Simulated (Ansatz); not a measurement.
# GaH6NO: the cost of one run

Program: Ansatz 0.2.0. Level of theory: RHF/def2-SVP. These are calculated values, not measurements.

## (1) The starting structure

Bond lengths: Ga1–O2 2.140 Å, O2–H3 1.010 Å, Ga1–N4 1.930 Å, N4–H5 1.060 Å, N4–H6 1.060 Å, Ga1–H7 1.570 Å. Angles: Ga1–O2–H3 109.5°, O2–Ga1–N4 120.0°, O2–Ga1–H7 120.0°, N4–Ga1–H7 120.0°, Ga1–N4–H5 120.0°, Ga1–N4–H6 120.0°, H5–N4–H6 120.0°.

Structure file:

```xyz
9

Ga    0.0000    0.0000    0.0000
O     0.0000    0.0000    2.1400
H    -0.9095   -0.2814    2.4771
N     1.6714    0.0000   -0.9650
H     2.1380   -0.9179   -1.2168
H     2.1227    0.9179   -1.2432
H    -1.3596    0.0000   -0.7850
H     0.0838    1.7726    0.5897
H     0.0648    1.3714    1.5381
```

## (2) Pulling towards end A

Springs on the bonds that form and break draw the guess towards this end; the thresholds are loose.

input.yaml reads:

```yaml
crystal:
  periodic: [false, false, false]
  atoms:
    - { symbol: Ga, position_ang: [0.0, 0.0, 0.0] }
    - { symbol: O, position_ang: [0.0, 0.0, 2.14] }
    - { symbol: H, position_ang: [-0.9095, -0.2814, 2.4771] }
    - { symbol: "N", position_ang: [1.6714, 0.0, -0.965] }
    - { symbol: H, position_ang: [2.138, -0.9179, -1.2168] }
    - { symbol: H, position_ang: [2.1227, 0.9179, -1.2432] }
    - { symbol: H, position_ang: [-1.3596, 0.0, -0.785] }
    - { symbol: H, position_ang: [0.0838, 1.7726, 0.5897] }
    - { symbol: H, position_ang: [0.0648, 1.3714, 1.5381] }
basis:
  gaussian: { orbitals: def2-SVP }
hamiltonian:
  xc: hf
relax:
  f_tol: 0.15
  max_steps: 25
  restrain:
    - { distance: [0, 7], at: 2.77, k: 30.0 }
    - { distance: [8, 1], at: 2.21, k: 30.0 }
    - { distance: [0, 1], at: 1.79, k: 30.0 }
    - { distance: [8, 7], at: 0.66, k: 30.0 }
```

Launch:

```bash
> ansatz run input.yaml --threads 2 --pin off --max-ram 3072MiB --backend cpu --events-out ev --progress --plain --runs-dir out
```

Q: Estimate wall time and peak memory on 2 threads of Arm Neoverse V2, shared host.

About 14 s, with a peak of 0.17 GiB.
